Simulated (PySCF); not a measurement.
**W⁺: excitation energies in aug-cc-pwCVDZ-PP with ECP60**

Wanted: the excitation energy of tungsten, up a ladder of methods.

The numbers are computed with PySCF 2.14.0 (unrestricted determinants in a Gaussian basis, no spin-orbit coupling in the energies), except any that are marked as measured or tabulated.

## (1) What is computed

| Property | Result |
| --- | --- |
| Element | tungsten (Z = 74) |
| Basis | aug-cc-pwCVDZ-PP with ECP60MDF |
| Hamiltonian | scalar relativity through the core potential |
| State 1 | W⁺: [Xe] 4f14 5d3 6s1 6p1, one real determinant (an excited configuration) |
| State 2 | W⁺: [Xe] 4f14 5d4 6p1, one real determinant (an excited configuration) |
| Needed too, but not shown | W⁺ [Xe] 4f14 5d4 6s1 (6D) |
| Methods | CCSD(T) |
| Core shells frozen in the correlated runs | valence: 5s2 5p6 (for W⁺) |

Outer shells as boxes (Hund's rule):

W+ [Xe] 4f14 5d3 6s1 6p1
```
[Xe] core
4f [↑↓][↑↓][↑↓][↑↓][↑↓][↑↓][↑↓]
5d [↑ ][↑ ][↑ ][  ][  ]
6s [↑ ]
6p [↑ ][  ][  ]
```

W+ [Xe] 4f14 5d4 6p1
```
[Xe] core
4f [↑↓][↑↓][↑↓][↑↓][↑↓][↑↓][↑↓]
5d [↑ ][↑ ][↑ ][↑ ][  ]
6p [↑ ][  ][  ]
```

The runs were made by one driver on top of PySCF. The scripts below sum up each run's settings (the driver also hands on starting orbitals that pick excited configurations, and frozen orbitals as a list rather than a count), and the logs come from the driver's own runs. The driver starts from symmetry-adapted Hartree-Fock orbitals, holds the occupation by maximum overlap and uses a logarithmic radial grid for functionals, so a plain start would take other cycles.

The integrals over 70 functions and the set-up took 0.22 s of CPU time.

## (2) W⁺ [Xe] 4f14 5d3 6s1 6p1: CCSD(T) (valence)

#### CCSD(T) (valence)

The input, input.py:

```python
from pyscf import gto, scf, dft, mp, cc
import basis_set_exchange as bse
txt = bse.get_basis("aug-cc-pwCVDZ-PP", elements=["W"], fmt="nwchem", header=False)
cut = txt.index("\nECP")
mol = gto.M(atom="W 0 0 0", charge=1, spin=5, symmetry="D2h",
            basis=gto.basis.parse(txt[:cut]),
            ecp={"W": gto.basis.parse_ecp(txt[cut:])})
mf = scf.UHF(mol)
mf.irrep_nelec = {'Ag': (2, 1), 'B1g': (1, 0), 'B2g': (1, 0), 'B3g': (1, 0), 'B1u': (1, 1), 'B2u': (2, 1), 'B3u': (1, 1)}
mf.kernel()
mycc = cc.CCSD(mf, frozen=4).run()
mycc.ccsd_t()
```

Output:

```text
CC2 = 0
CCSD nocc = (np.int64(5), np.int64(0)), nmo = (66, 66)
frozen orbitals [[0, 1, 2, 3], [0, 1, 2, 3]]
max_cycle = 100
direct = 0
conv_tol = 1e-08
conv_tol_normt = 1e-06
diis_space = 8
diis_start_cycle = 0
Init t2, MP2 energy = -0.0318590643286591
Init E_corr(UCCSD) = -0.0318590643384592
cycle = 1  E_corr(UCCSD) = -0.0370870233489341  dE = -0.00522795901  norm(t1,t2) = 0.0296684
cycle = 2  E_corr(UCCSD) = -0.0382908270424696  dE = -0.00120380369  norm(t1,t2) = 0.0163503
cycle = 3  E_corr(UCCSD) = -0.0391789978685691  dE = -0.000888170826  norm(t1,t2) = 0.0130958
cycle = 4  E_corr(UCCSD) = -0.0395606828828252  dE = -0.000381685014  norm(t1,t2) = 0.0104058
cycle = 5  E_corr(UCCSD) = -0.0401784089653268  dE = -0.000617726083  norm(t1,t2) = 0.0065078
cycle = 6  E_corr(UCCSD) = -0.0402066956585136  dE = -2.82866932e-05  norm(t1,t2) = 0.00293538
cycle = 7  E_corr(UCCSD) = -0.0402812126396059  dE = -7.45169811e-05  norm(t1,t2) = 0.00200431
cycle = 8  E_corr(UCCSD) = -0.0402231202872444  dE = 5.80923524e-05  norm(t1,t2) = 0.00135244
cycle = 9  E_corr(UCCSD) = -0.0402763705080807  dE = -5.32502208e-05  norm(t1,t2) = 0.000755905
cycle = 10  E_corr(UCCSD) = -0.040268992271428  dE = 7.37823665e-06  norm(t1,t2) = 0.000375401
cycle = 11  E_corr(UCCSD) = -0.0402706059224631  dE = -1.61365104e-06  norm(t1,t2) = 0.000283147
cycle = 12  E_corr(UCCSD) = -0.0402703748178795  dE = 2.31104584e-07  norm(t1,t2) = 0.000260215
cycle = 13  E_corr(UCCSD) = -0.0402714030666453  dE = -1.02824877e-06  norm(t1,t2) = 0.000209447
cycle = 14  E_corr(UCCSD) = -0.0402700472028617  dE = 1.35586378e-06  norm(t1,t2) = 0.000108772
cycle = 15  E_corr(UCCSD) = -0.0402697778987612  dE = 2.69304101e-07  norm(t1,t2) = 1.78182e-05
cycle = 16  E_corr(UCCSD) = -0.0402698750138393  dE = -9.71150782e-08  norm(t1,t2) = 8.61966e-06
cycle = 17  E_corr(UCCSD) = -0.0402698657710095  dE = 9.24282983e-09  norm(t1,t2) = 1.58291e-06
cycle = 18  E_corr(UCCSD) = -0.0402698307477457  dE = 3.50232638e-08  norm(t1,t2) = 8.70314e-07
cycle = 19  E_corr(UCCSD) = -0.0402698280762784  dE = 2.67146734e-09  norm(t1,t2) = 2.60039e-07
UCCSD converged
E(UCCSD) = -66.32296726024497  E_corr = -0.04026982807627837
UCCSD(T) correction = -0.000821515442105366
```

CPU time 2.4 s on a shared host, the integrals not counted.

CCSD correlation -0.04027 hartree, triples -0.00082; total -66.323789. T1 = 0.046, largest double amplitude 0.094.

The real determinant used has ⟨L²⟩ near 14 against 20 for a pure G term, so it mixes terms. Spin-orbit coupling, absent here, splits the open shell strongly. T1 exceeds 0.03, a sign that the reference determinant is poor.

## (3) W⁺ [Xe] 4f14 5d4 6p1: CCSD(T) (valence)

#### CCSD(T) (valence)

input.py, as its differences from that of step 2:

```diff
@@ -8,3 +8,3 @@
 mf = scf.UHF(mol)
-mf.irrep_nelec = {'Ag': (2, 1), 'B1g': (1, 0), 'B2g': (1, 0), 'B3g': (1, 0), 'B1u': (1, 1), 'B2u': (2, 1), 'B3u': (1, 1)}
+mf.irrep_nelec = {'Ag': (2, 1), 'B1g': (1, 0), 'B2g': (1, 0), 'B3g': (1, 0), 'B1u': (2, 1), 'B2u': (1, 1), 'B3u': (1, 1)}
 mf.kernel()
```

Output:

```text
CC2 = 0
CCSD nocc = (np.int64(5), np.int64(0)), nmo = (66, 66)
frozen orbitals [[0, 1, 2, 3], [0, 1, 2, 3]]
max_cycle = 100
direct = 0
conv_tol = 1e-08
conv_tol_normt = 1e-06
diis_space = 8
diis_start_cycle = 0
Init t2, MP2 energy = -0.0410751980542799
Init E_corr(UCCSD) = -0.041075198061839
cycle = 1  E_corr(UCCSD) = -0.0469768546340243  dE = -0.00590165657  norm(t1,t2) = 0.0326116
cycle = 2  E_corr(UCCSD) = -0.0481712659902809  dE = -0.00119441136  norm(t1,t2) = 0.0187363
cycle = 3  E_corr(UCCSD) = -0.0492076231118731  dE = -0.00103635712  norm(t1,t2) = 0.01468
cycle = 4  E_corr(UCCSD) = -0.0495827335089247  dE = -0.000375110397  norm(t1,t2) = 0.0104317
cycle = 5  E_corr(UCCSD) = -0.050188516051177  dE = -0.000605782542  norm(t1,t2) = 0.00553412
cycle = 6  E_corr(UCCSD) = -0.0501645453788407  dE = 2.39706723e-05  norm(t1,t2) = 0.0019193
cycle = 7  E_corr(UCCSD) = -0.0502305178341865  dE = -6.59724553e-05  norm(t1,t2) = 0.00151329
cycle = 8  E_corr(UCCSD) = -0.0501732889040011  dE = 5.72289302e-05  norm(t1,t2) = 0.00118127
cycle = 9  E_corr(UCCSD) = -0.0502654408410046  dE = -9.2151937e-05  norm(t1,t2) = 0.000836804
cycle = 10  E_corr(UCCSD) = -0.0502377425682072  dE = 2.76982728e-05  norm(t1,t2) = 0.000413348
cycle = 11  E_corr(UCCSD) = -0.0502455252793298  dE = -7.78271112e-06  norm(t1,t2) = 0.000113471
cycle = 12  E_corr(UCCSD) = -0.0502455935519798  dE = -6.827265e-08  norm(t1,t2) = 3.75335e-05
cycle = 13  E_corr(UCCSD) = -0.0502457262565421  dE = -1.32704562e-07  norm(t1,t2) = 9.28525e-06
cycle = 14  E_corr(UCCSD) = -0.0502457238016299  dE = 2.45491222e-09  norm(t1,t2) = 3.56928e-06
cycle = 15  E_corr(UCCSD) = -0.0502457181302712  dE = 5.6713587e-09  norm(t1,t2) = 6.92101e-07
UCCSD converged
E(UCCSD) = -66.31883505814434  E_corr = -0.05024571813027121
UCCSD(T) correction = -0.00116995637025465
```

It used 2.1 s of CPU time after the integrals (shared host).

CCSD correlation -0.05025 hartree, triples -0.00117; total -66.320005. T1 = 0.010, largest double amplitude 0.114.

The real determinant used has ⟨L²⟩ near 8 against 12 for a pure F term, so it mixes terms. Spin-orbit coupling, absent here, splits the open shell strongly.

## (4) Differences of total energies

Excitation energy: W⁺ [Xe] 4f14 5d4 6s1 (6D) → W⁺ [Xe] 4f14 5d3 6s1 6p1 (high-spin determinant).

| method | value (eV) | less CCSD(T) (valence) (eV) |
| --- | --- | --- |
| UHF | 4.852 | -0.369 |
| MP2 (valence) | 5.251 | +0.030 |
| SCS-MP2 (valence) | 4.985 | -0.236 |
| CCSD (valence) | 5.227 | +0.006 |
| CCSD(T) (valence) | 5.222 | +0.000 |

The coupled-cluster amplitudes are large for W+, so a single reference is strained.

Excitation energy: W⁺ [Xe] 4f14 5d4 6s1 (6D) → W⁺ [Xe] 4f14 5d4 6p1 (high-spin determinant).

| method | value (eV) | less CCSD(T) (valence) (eV) |
| --- | --- | --- |
| UHF | 5.236 | -0.089 |
| MP2 (valence) | 5.384 | +0.060 |
| SCS-MP2 (valence) | 5.286 | -0.039 |
| CCSD (valence) | 5.340 | +0.015 |
| CCSD(T) (valence) | 5.325 | +0.000 |

The differences also use runs on W⁺ [Xe] 4f14 5d4 6s1 (6D), which are not shown here. The runs at UHF, MP2 (valence) are not shown; their differences are listed all the same.

## (5) Results

```
                                     quantity                                  value
excitation energy, W⁺ → [Xe] 4f14 5d3 6s1 6p1  UHF 4.852, CCSD(T) (valence) 5.222 eV
    excitation energy, W⁺ → [Xe] 4f14 5d4 6p1  UHF 5.236, CCSD(T) (valence) 5.325 eV
```

Accuracy by level (over 2 differences):

| method | mean absolute miss against CCSD(T) (valence) (eV) |
| --- | --- |
| UHF | 0.229 |
| MP2 (valence) | 0.045 |
| SCS-MP2 (valence) | 0.138 |
| CCSD (valence) | 0.010 |
| CCSD(T) (valence) | 0.000 |

For the first difference the methods span 0.399 eV, from UHF (4.852) to MP2 (valence) (5.251). No reference value is at hand in this session. All values hold for this basis alone; no basis-set limit was taken.
